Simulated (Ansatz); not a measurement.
Task: a formation energy from the elements of Be3N2 and its elements, with the Ansatz DFT code, driven from Python. Give the script and its output. Use (first run): PBEsol, PAW, cutoff 476 eV, 18×18×9 k-points, cold smearing of 0.02 eV.

Input file `be3n2_be3n2.vasp`:
```text
Be3N2
1.0
   2.81777771    0.00000000    0.00000000
  -1.40888886    2.44026708    0.00000000
   0.00000000    0.00000000    4.66702200
Be N
3 2
Direct
   0.00000000    0.00000000    0.00000000
   0.66666667    0.33333333    0.64963300
   0.33333333    0.66666667    0.35036700
   0.33333333    0.66666667    0.74705800
   0.66666667    0.33333333    0.25294200
```

Contents of `be3n2_be.extxyz`:
```text
2
Lattice="2.2853 0.0 0.0 -1.14265 1.97912786 0.0 0.0 0.0 3.5842" Properties=species:S:1:pos:R:3 pbc="T T T"
Be   -0.00000000    1.31941857    0.89605000
Be    1.14265000    0.65970929    2.68815000
```

Contents of `be3n2_n2.vasp`:
```text
N
1.0
   9.00000000    0.00000000    0.00000000
   0.00000000    9.50000000    0.00000000
   0.00000000    0.00000000   10.00000000
N
2
Direct
   0.50000000    0.50000000    0.44450000
   0.50000000    0.50000000    0.55550000
```

`be3n2_formation.py`:
```python
"""Heat of formation of Be3N2 at zero temperature, after relaxing atoms and volume at fixed cell shape."""

from collections import Counter
import warnings

import ansatz
from ase.io import read
import numpy as np

GASES = {"N2"}


def run_phase(name, crystal):
    calc = (
        crystal.calculation()
        .functional("pbesol")
        .basis(35 * ansatz.Ry)
        .scf(tolerance=1e-09)
        .kpoints(spacing=0.15)
        .occupations("cold", width=0.02)
        .stress()
    )
    if name in GASES:
        return calc.kpoints(1, 1, 1).relax(force_tolerance=0.02).run()
    calc = calc.relax(force_tolerance=0.02, fix_cell=["shape"])
    return calc.run()


def counts(outcome):
    return Counter(site.symbol for site in outcome.lattice.sites)

def formation_energy(outcome, mu):
    n = counts(outcome)
    return (outcome.report["energy_sigma0_ev"] - sum(k * mu[element] for element, k in n.items())) / sum(n.values())


def volume_per_atom(outcome):
    return abs(np.linalg.det(outcome.lattice.cell_ang)) / len(outcome.lattice.sites)

warnings.simplefilter("ignore", ansatz.DeckWarning)

phases = {}
atoms = read("be3n2_be3n2.vasp", format="vasp")
be3n2 = ansatz.Crystal.from_ase(atoms)
phases["Be3N2"] = be3n2
be = ansatz.Crystal.from_extxyz("be3n2_be.extxyz")
phases["Be"] = be
atoms = read("be3n2_n2.vasp", format="vasp")
n2 = ansatz.Crystal.from_ase(atoms)
phases["N2"] = n2

done = {name: run_phase(name, crystal) for name, crystal in phases.items()}

# chemical potentials of the elements at zero temperature
references = {"Be": "Be", "N": "N2"}
mu = {element: done[name].report["energy_sigma0_ev"] / len(done[name].lattice.sites) for element, name in references.items()}

target = done["Be3N2"]
heat = formation_energy(target, mu)
n = counts(target)
print("cell content:", dict(n), " volume", round(volume_per_atom(target), 3), "A^3/atom")
print("formation energy", round(heat, 4), "eV/atom,", round(heat * sum(n.values()), 4), "eV per cell")
print("bound against the elements" if heat < 0 else "unbound against the elements")
# no correction for the overbinding of the gas molecule is applied
```

```console
$ python be3n2_formation.py
cell content: {<Element.BE: 'Be'>: 3, <Element.N: 'N'>: 2}  volume 6.317 A^3/atom
formation energy -0.962 eV/atom, -4.8099 eV per cell
bound against the elements
```

For the metals among these phases the mesh is modest: differences between phases can be off by up to 40 meV an atom. The program warned that this SCF threshold is loose for forces or stresses. Atoms and volume are relaxed with the cell's shape held, which in cells of lower than cubic symmetry can hide stresses and shift volumes. The cells come from databases of deposited and of computed structures, and not all need be stable phases. The compound is the structure given, not necessarily its lowest; energies are at zero temperature, with no correction for gases. A semilocal functional's error on such energies is often 0.05 to 0.1 eV an atom, and 0.1 to 0.3 eV against gases such as O2 or F2. The script silences the warnings on its input, which a real study should read. The whole script took 50 s on 1 thread of Arm Neoverse V2, on a shared host, peak memory 0.87 GiB.
